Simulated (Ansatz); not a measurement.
# RbFeCl₃, space group Pm-3m: a scan of the Hubbard U

Program: the Ansatz DFT code, driven from Python.

The cells in order, each with its output:

```python
import ansatz as az
import numpy as np
```

```python
def count_gap(report):
    # lowest empty less highest filled band, counting bands; zero where they overlap
    return max(report.get('gap_by_band_count_ev') or 0.0, 0.0)
```

```python
lattice = az.Lattice.of(
    (4.930122, 0.0, 0.0),
    (0.0, 4.930122, 0.0),
    (0.0, 0.0, 4.930122),
)
sites = [
    ('Rb', (0.5, 0.5, 0.5)),
    ('Fe', (0.0, 0.0, 0.0)),
    ('Cl', (0.5, 0.0, 0.0)),
    ('Cl', (0.0, 0.5, 0.0)),
    ('Cl', (0.0, 0.0, 0.5)),
]
rbfecl3 = az.Crystal(lattice=lattice)
for symbol, position in sites:
    rbfecl3 = rbfecl3.atom(symbol, position)
rbfecl3 = rbfecl3.moments(Fe=3.5)
```

```python
rbfecl3.resolved().sites[-1]
```

    Site(symbol='Cl', position=(0.0, 0.0, 0.5), moment=None, axis=None, held=None, saved=None)

```python
job = rbfecl3.calculation()
job = job.functional('pbesol').basis(470)
job = job.kpoints(5, 5, 5).occupations('fermi_dirac')
job = job.spin('collinear').band_table()
rows = []
for u in [0.0, 1.5, 3.0, 4.5, 6.0]:
    report = job.hubbard('Fe', 'd', u_eff=u).run(threads=1).report
    shell = report['hubbard']['n_scf']
    rows.append((u, count_gap(report), sum(shell) / len(shell), max(abs(m) for m in report['site_moments_mub']), report['n_iterations']))
print('      U_eff eV  gap by band count eV  Fe d occupation (projector)  largest moment muB      iterations')
for row in rows:
    print(f'{str(row[0]):>14s}  {row[1]:20.3f}  {row[2]:27.4f}  {row[3]:18.3f}  {row[4]:14d}')
print('eigenvalues of the first occupation matrix at the last U, by spin:')
for channel in report['hubbard']['n_eig'][0]:
    print('  ', ' '.join(f'{n:.3f}' for n in channel))
```

    RunWarning: this result is not held to the crystal's symmetry: a search behind the close, the SCF from the whole filling of its shells under DFT+U, one down a way that the close's least curvature shows or from a spin flipped beside it, or a hybrid's further exchange loop reached it with operations of the symmetry given up, or time reversal alone, or, in an antiferromagnet whose two spin channels [...]
          U_eff eV  gap by band count eV  Fe d occupation (projector)  largest moment muB      iterations
               0.0                 0.000                       6.4078               3.473              12
               1.5                 0.519                       6.3395               3.520               3
               3.0                 1.790                       6.2921               3.567               2
               4.5                 2.581                       6.2506               3.606               2
               6.0                 2.921                       6.2142               3.640               2
    eigenvalues of the first occupation matrix at the last U, by spin:
       0.994 0.995 0.998 0.999 0.999
       0.028 0.029 0.086 0.095 0.992

From U = 0 to 6 eV the largest site moment goes from 3.47 to 3.64 μB.

Other magnetic orders than the one started from may lie lower. A gap by band count of zero or less means overlapping bands, a metal. With one magnetic atom the cell can hold only ferromagnetic order. This cell is a computed structure, which may not be the phase found in nature. Levels are Kohn-Sham eigenvalues on this mesh, without spin-orbit coupling. Warnings are shown shortened and without file and line. Shell occupations and the effect of U depend on the projectors; a run with no .spin step is spin-unpolarised, and each U may end in a state that isn't the lowest. It ran for 9.9 min on 1 thread of Arm Neoverse V2, with other jobs on the host, peak memory 1.1 GiB.
